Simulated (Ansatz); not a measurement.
# Al3InAs4: the cost of one run

Computed with Ansatz 0.2.0 (DFT PBE, scalar-relativistic, plane waves, PAW, unless a step's input says otherwise).

1 further run of the same task is left out (it didn't finish). Runs told in other sessions of the task aren't counted.

### Step 1. Starting point

The structure is orthorhombic, space group Amm2 (No. 38). The conventional cell has a = 4.127 Å, b = 8.259 Å, c = 11.677 Å, α = 90.00°, β = 90.00°, γ = 90.00°. Al (site symmetry mm2) is surrounded by 4 As at 2.49 to 2.53 Å. Around Al (site symmetry m) lie 4 As at 2.46 to 2.53 Å. In (site symmetry mm2) has 4 As at 2.61 to 2.63 Å in its first shell of neighbours. As (site symmetry m) has 3 Al at 2.49 Å and 1 In at 2.63 Å in its first shell of neighbours. As (site symmetry mm2) has 2 Al at 2.46 Å and 2 In at 2.61 Å in its first shell of neighbours. Around As (site symmetry mm2) lie 4 Al at 2.53 Å.

As a file:

```cif
data_structure
_symmetry_space_group_name_H-M 'P 1'
_symmetry_Int_Tables_number 1
_cell_length_a 4.1269
_cell_length_b 7.1514
_cell_length_c 7.1514
_cell_angle_alpha 70.545
_cell_angle_beta 90.000
_cell_angle_gamma 90.000
_cell_volume 199.01
loop_
_atom_site_label
_atom_site_type_symbol
_atom_site_fract_x
_atom_site_fract_y
_atom_site_fract_z
_atom_site_occupancy
Al1 Al 0.00000 0.00005 0.00005 1
Al2 Al 0.50000 0.50055 0.99920 1
Al3 Al 0.50000 0.99920 0.50055 1
In1 In 0.00000 0.50070 0.50070 1
As1 As 0.00000 0.89112 0.36972 1
As2 As 0.50000 0.36359 0.36359 1
As3 As 0.00000 0.36972 0.89112 1
As4 As 0.50000 0.87506 0.87506 1
```

The cell was relaxed beforehand at this level, from a generated guess; it needn't be the stable form of this composition. At a tolerance of 0.02 Å it has space group Amm2 (No. 38); it has 24.88 Å³/atom, an uncorrected energy of -0.41 eV/atom over the elements and, on its mesh, gap 0.97 eV.

### Step 2. Point at V/V0 = 0.97

input.yaml reads:

```yaml
crystal:
  lattice:
    - [4.0852399982, 0.0, 0.0]
    - [0.0, 4.0879740973, 5.7795667555]
    - [0.0, -4.0879740973, 5.7795667555]
  atoms:
    - { symbol: Al, position: [0.0, 5.0e-05, 5.0e-05] }
    - { symbol: Al, position: [0.5, 0.500548, 0.999199] }
    - { symbol: Al, position: [0.5, 0.999199, 0.500548] }
    - { symbol: In, position: [0.0, 0.500701, 0.500701] }
    - { symbol: As, position: [0.0, 0.891123, 0.369722] }
    - { symbol: As, position: [0.5, 0.363594, 0.363594] }
    - { symbol: As, position: [0.0, 0.369722, 0.891123] }
    - { symbol: As, position: [0.5, 0.875064, 0.875064] }
basis:
  ecutwfc: 420
kpoints:
  mp_grid: { grid: [8, 4, 4] }
hamiltonian:
  xc: pbe
scf:
  occupations: { method: gaussian, width: 0.02 }
output:
  forces: true
  stress: true
  eigenvalues: true
  write_density: true
  write_potential: true
  elf: true
  volumetric_format: npy
relax:
  adjacent_minimum: "off"
  f_tol: 0.01
  max_steps: 30
  cell: { stress_tol: 0.1, fix: [volume] }
```

On the command line:

```sh
$ ansatz run input.yaml --threads 4 --pin off --max-ram 8192MiB --backend cpu --events-out ev --progress --plain --runs-dir out
```

Q: Estimate wall time and peak memory on 4 threads of Intel Xeon Platinum 8259CL at 2.50GHz (Skylake/Cascade Lake), shared host.

About 31 s, with a peak of 0.76 GiB.
